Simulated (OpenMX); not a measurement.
Runs of OpenMX 3.8.5 on HfB. Symmetry: I4/mmm, No. 139, tetragonal system. The conventional cell has a = 3.201 Å, b = 3.201 Å, c = 4.620 Å, α = 90.00°, β = 90.00°, γ = 90.00°. Hf (site symmetry 4/mmm) is surrounded by 6 B at 2.26 to 2.31 Å. B (site symmetry 4/mmm) is surrounded by 6 Hf at 2.26 to 2.31 Å. 

```csv
cell,pressure (GPa)
"I4/mmm, 11.84 Å³/atom",42.4
"I4/mmm, 12.82 Å³/atom",(b)
"I4/mmm, 11.36 Å³/atom",(a)
"I4/mmm, 13.33 Å³/atom",11.6
"Fm-3m, 12.33 Å³/atom",30.1
```

Alike in all rows: task band structure; level PBE; potentials or basis OpenMX 2013 PBE set, Hf7.0-s3p2d2f1, B7.0-s2p2d1, grid cutoff 400 Ry; no spin polarisation; k mesh 7 × 7 × 7; smearing fermi-dirac 0.05 eV.

Question: Estimate the missing entries.

Answer: (a) 57.0; (b) 20.0.

Caveats: the basis of atomic orbitals isn't converged, which shifts pressures, moduli and gaps.
